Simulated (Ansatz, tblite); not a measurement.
# ZrF2Cl2 (ZrCl2F2): one state, many levels

How do method and basis change the picture of ZrF2Cl2 (ZrCl2F2) (singlet)?

Program: Ansatz 0.2.0, Gaussian basis. Level of theory: as each input shows. These are calculated values, not measurements.

Plan: GFN1-xTB, GFN2-xTB, PBE-D4/def2-TZVP, r2SCAN-D4/def2-TZVP, ωB97X-V/def2-TZVP, revPBE-D4/def2-TZVP, ωB97M-V/def2-TZVP, BLYP-D4/def2-TZVP, LC-ωPBE/def2-TZVP, r2SCAN0-D4/def2-TZVP, r2SCANh-D4/def2-TZVP, PBE-D4/def2-SVP, PBE0-D4/def2-SVP, PBE0-D4/def2-TZVPD, PBE-D4/def2-TZVPD, r2SCAN-D4/def2-TZVPD, CCSD(T)/def2-TZVPP, MP2/def2-TZVP, RPA/def2-TZVP.

**1. The geometry**

The geometry is that of the singlet, from an earlier relaxation (r2SCAN-D4/def2-SVP).

5 atoms, charge 0, spin multiplicity 1.

Bond lengths: Zr1–F2 1.890 Å, Zr1–F3 1.890 Å, Zr1–Cl4 2.343 Å, Zr1–Cl5 2.343 Å. Angles: F2–Zr1–F3 108.3°, F2–Zr1–Cl4 109.5°, F2–Zr1–Cl5 109.5°, F3–Zr1–Cl4 109.5°, F3–Zr1–Cl5 109.5°, Cl4–Zr1–Cl5 110.7°.

Formally the metal is d0. Zr takes a core potential in the def2 sets. No spin-orbit coupling is included.

PBE0-D4/def2-TZVP was run before; its log isn't repeated, and its numbers join the tables.

**2. GFN1-xTB**

Tight binding, by tblite at 300 K electronic temperature and without a spin-polarisation term:

```python
tblite.interface.Calculator('GFN1-xTB', numbers, positions, charge=0, uhf=0).singlepoint()
```

Energy -556.5252 eV, HOMO -13.51 eV, LUMO -10.23 eV; 0.007 s.

**3. GFN2-xTB**

Tight binding, by tblite at 300 K electronic temperature and without a spin-polarisation term:

```python
tblite.interface.Calculator('GFN2-xTB', numbers, positions, charge=0, uhf=0).singlepoint()
```

Energy -558.2070 eV, HOMO -12.56 eV, LUMO -9.26 eV; 0.004 s.

**4. PBE-D4/def2-TZVP**

start.molden holds the orbitals of an earlier run on this state, given as this run's starting guess.

File in.yaml:

```yaml
crystal:
  periodic: [false, false, false]
  atoms:
    - {symbol: Zr, position_ang: [0.073627, -0.000090, 0.051537]}
    - {symbol: F, position_ang: [0.102563, -0.015161, 1.940982]}
    - {symbol: F, position_ang: [1.858786, 0.012612, -0.568230]}
    - {symbol: Cl, position_ang: [-1.025831, 1.928356, -0.696653]}
    - {symbol: Cl, position_ang: [-1.009146, -1.925707, -0.727635]}
basis:
  gaussian: {orbitals: def2-TZVP, initial_orbitals: start.molden}
hamiltonian: {xc: pbe, dispersion: d4}
scf: {omitted_lower_state_checks: [starts]}
output: {orbitals: {seedname: orbitals}}
```

The run is started by

```
$ ansatz run in.yaml --threads 4 --pin off --events-out ev --progress --plain --max-ram 3916MiB
```

After this run come: r2SCAN-D4/def2-TZVP; ωB97X-V/def2-TZVP; revPBE-D4/def2-TZVP; ωB97M-V/def2-TZVP; BLYP-D4/def2-TZVP; LC-ωPBE/def2-TZVP; r2SCAN0-D4/def2-TZVP; r2SCANh-D4/def2-TZVP; PBE-D4/def2-SVP; PBE0-D4/def2-SVP; PBE0-D4/def2-TZVPD; PBE-D4/def2-TZVPD; r2SCAN-D4/def2-TZVPD; CCSD(T)/def2-TZVPP; MP2/def2-TZVP; RPA/def2-TZVP.

**Question.** What will the summary of the whole plan be? Wanted: gap in def2-TZVP, named functionals, smallest and largest; correlation energy, CCSD(T)/def2-TZVPP; correlation energy, MP2/def2-TZVP; binding an atom, CCSD(T)/def2-TZVPP; PBE0 total energy, smallest basis above largest.

As calculated:

```
                                                 quantity                                  value
gap in def2-TZVP, named functionals, smallest and largest  5.27 eV (BLYP-D4), 12.55 eV (LC-ωPBE)
                   correlation energy, CCSD(T)/def2-TZVPP                              -35.08 eV
                        correlation energy, MP2/def2-TZVP                              -32.02 eV
                      binding an atom, CCSD(T)/def2-TZVPP                               4.659 eV
          PBE0 total energy, smallest basis above largest        15.50 eV (def2-SVP, def2-TZVPD)
```

What this shows: Over the named functionals in def2-TZVP the gap runs from 5.27 eV (BLYP-D4) to 12.55 eV (LC-ωPBE); exact exchange widens it. The functionals in def2-TZVP miss CCSD(T)/def2-TZVPP by +0.054 (ωB97M-V) to +0.123 eV (BLYP-D4) an atom. The reference is CCSD(T) in one finite basis, so it carries an error of its own, often a tenth of an eV or more, and near misses can't be ranked.
